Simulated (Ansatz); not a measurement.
This script makes a table of relaxed lattice constants and trends of a series on the perovskite structure: Li3ClO, Li3SCl, Li3SeCl, Li3TeCl with the Python package of Ansatz (0.2.0).

`run_series.py`
```python
# -*- coding: utf-8 -*-
"""Element substitution on the perovskite prototype."""

import csv
import warnings

import ansatz
import numpy as np


def perovskite(A, B, X, a):
    return (
        ansatz.Lattice.cubic(a)
        .space_group(221)
        .atom(A, (0, 0, 0))
        .atom(B, (0.5, 0.5, 0.5))
        .atom(X, (0.5, 0.5, 0))
    )


def compute(name, crystal, relax=True):
    calc = (
        crystal.calculation()
        .functional(ansatz.Functional.LDA)
        .basis(500)
        .kpoints(spacing=0.44)
        .occupations("cold", width=0.01)
        .stress()
        .band_table()
    )
    if relax:
        calc = calc.relax(force_tolerance=0.03, cell=True)
    return calc.run()

def bulk_modulus(name, outcome, step=0.02):
    # B = -V dP/dV from the pressures of two uniformly scaled cells, atoms held at their fractions
    pressure = []
    for factor in (1 - step, 1.0, 1 + step):
        cell = ansatz.Crystal(lattice=ansatz.Lattice.of(outcome.lattice.cell_ang * factor ** (1 / 3)))
        for site in outcome.report["lattice"]["sites"]:
            cell = cell.atom(site["symbol"], site["position_frac"])
        pressure.append(np.trace(compute(name, cell, relax=False).report["stress_gpa"]) / 3)
    slope, bend = (pressure[0] - pressure[2]) / (2 * step), abs(pressure[0] + pressure[2] - 2 * pressure[1])
    # a jump of mesh or basis between the cells shows as a kink: no modulus then
    return float(slope) if bend < 12 * step**2 * abs(slope) + 0.15 and abs(pressure[1]) < 1.5 else float("nan")

def relaxed_twice(name, crystal):
    # the second pass draws mesh and plane waves anew for the relaxed cell
    first = compute(name, crystal)
    again = ansatz.Crystal(lattice=ansatz.Lattice.of(first.lattice.cell_ang))
    for site in first.report["lattice"]["sites"]:
        again = again.atom(site["symbol"], site["position_frac"])
    return compute(name, again)


def volume_per_atom(outcome):
    return abs(np.linalg.det(outcome.lattice.cell_ang)) / len(outcome.lattice.sites)


def gap_ev(outcome):
    # nan where the run reports no band edges: a metal, overlapping bands, or a gap that is small against the smearing
    edges = outcome.report.get("band_edges_ev")
    return edges[1] - edges[0] if edges else float("nan")


def main():
    # the lattice constants below are starting guesses
    warnings.simplefilter("ignore")

    phases = {}
    phases["Li3ClO"] = perovskite("Cl", "O", "Li", 3.91)
    phases["Li3SCl"] = perovskite("Cl", "S", "Li", 4.34)
    phases["Li3SeCl"] = perovskite("Cl", "Se", "Li", 4.49)
    phases["Li3TeCl"] = perovskite("Cl", "Te", "Li", 4.67)

    done = {name: relaxed_twice(name, crystal) for name, crystal in phases.items()}

    rows = [(name, float(np.linalg.norm(o.lattice.cell_ang[0])), volume_per_atom(o), gap_ev(o), bulk_modulus(name, o)) for name, o in done.items()]
    with open("series.csv", "w", newline="") as handle:
        writer = csv.writer(handle)
        writer.writerow(["compound", "a (A)", "V (A^3/atom)", "gap on mesh (eV)", "B (GPa)"])
        writer.writerows([round(v, 4) if isinstance(v, float) else v for v in row] for row in rows)
    print(open("series.csv").read())


if __name__ == "__main__":
    main()
```

Rank the compounds by their relaxed volume per atom.

From smallest to largest: Li3ClO (10.72 Å³), Li3SCl (17.90 Å³), Li3SeCl (20.35 Å³) and Li3TeCl (25.79 Å³). The largest is 140 % above the smallest.

The run itself:

```console
$ python run_series.py
compound,a (A),V (A^3/atom),gap on mesh (eV),B (GPa)
Li3ClO,3.7708,10.7236,4.6889,63.1886
Li3SCl,4.4731,17.9002,3.7974,33.1361
Li3SeCl,4.6685,20.3499,3.5732,27.7933
Li3TeCl,5.0519,25.7873,3.4164,20.4656
```

Along an axis with an odd division the mesh misses the point at one half; a gap read on a finite mesh is an upper bound on this functional's gap. Semilocal gaps usually lie well under measured ones. The bulk modulus is taken at fixed shape and positions, an upper value where these are free. Pressure is positive in compression. Gaps and levels are Kohn-Sham values on a finite set of k-points, without spin-orbit coupling. The cells are built on a prototype by substitution; a member may or may not take this structure in nature. Timing: 63 s on 1 thread of Arm Neoverse V1 (shared host), peak memory 0.45 GiB.

(A comment or docstring line of the script was reworded after the run, the code is as it ran.)
